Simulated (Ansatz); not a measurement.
# Reference phase of Rb, 1 atom

Aim: the perfect cell at several levels of theory (PBEsol, r²SCAN, HSE06 and PBE), as the reference that defects and stacks are counted from.

Program: Ansatz 0.2.0, PAW, plane waves. These are calculated values, not measurements.

**1. Starting point**

1 atoms (1 Rb); a = 4.834 Å, b = 4.834 Å, c = 4.834 Å, α = 109.47°, β = 109.47°, γ = 109.47°.

The runs, in order: (2) PBEsol single point at a 6×6×6 mesh, on 2 threads of Intel Xeon at 2.60GHz; (3) r²SCAN single point at a 6×6×6 mesh, on 2 threads of Intel Xeon at 2.60GHz; (4) HSE06 single point at a 6×6×6 mesh, on 2 threads of Intel Xeon at 2.60GHz; (5) PBE single point at a 6×6×6 mesh, on 2 threads of Intel Xeon at 2.60GHz.

**2. PBEsol on the given atoms**

File in.yaml:

```yaml
crystal:
  lattice:
    - [-2.791017, 2.791017, 2.791017]
    - [2.791017, -2.791017, 2.791017]
    - [2.791017, 2.791017, -2.791017]
  atoms:
    - { symbol: Rb, position: [0.000000, 0.000000, 0.000000] }
kpoints:
  mp_grid: { grid: [6, 6, 6] }
hamiltonian:
  xc: pbesol
scf:
  occupations: { method: fermi_dirac, width: 0.1 }
output:
  forces: true
  eigenvalues: true
  stress: true
  populations: true
```

Run with:

```
ansatz run in.yaml --threads 2 --pin off --max-ram 4750MiB --runs-dir r --events-out ev --progress --plain
```

**3. r²SCAN single point**

Changes to in.yaml since step 2:

```diff
@@ -10,3 +10,3 @@
 hamiltonian:
-  xc: pbesol
+  xc: r2scan
 scf:
@@ -16,3 +16,2 @@
   eigenvalues: true
-  stress: true
   populations: true
```

**4. HSE06 on the same atoms**

Changes to in.yaml since step 3:

```diff
@@ -10,3 +10,3 @@
 hamiltonian:
-  xc: r2scan
+  xc: hse06
 scf:
```

**5. PBE single point**

Changes to in.yaml since step 4:

```diff
@@ -10,3 +10,3 @@
 hamiltonian:
-  xc: hse06
+  xc: pbe
 scf:
```

Q: Predict the outcome of this session. Wanted: for each run, energy; pressure.

**Answer**, as computed:

```
 level                   time  energy (eV/atom)  pressure (GPa)
PBEsol  1.6 s (2 CPU threads)        -3216.9815            0.00
r²SCAN  4.2 s (2 CPU threads)        -3277.9787               -
 HSE06   20 s (2 CPU threads)        -3269.7968               -
   PBE    1 s (2 CPU threads)        -3267.3369               -
```

No level run gives a gap: levels at the Fermi energy are partly filled.
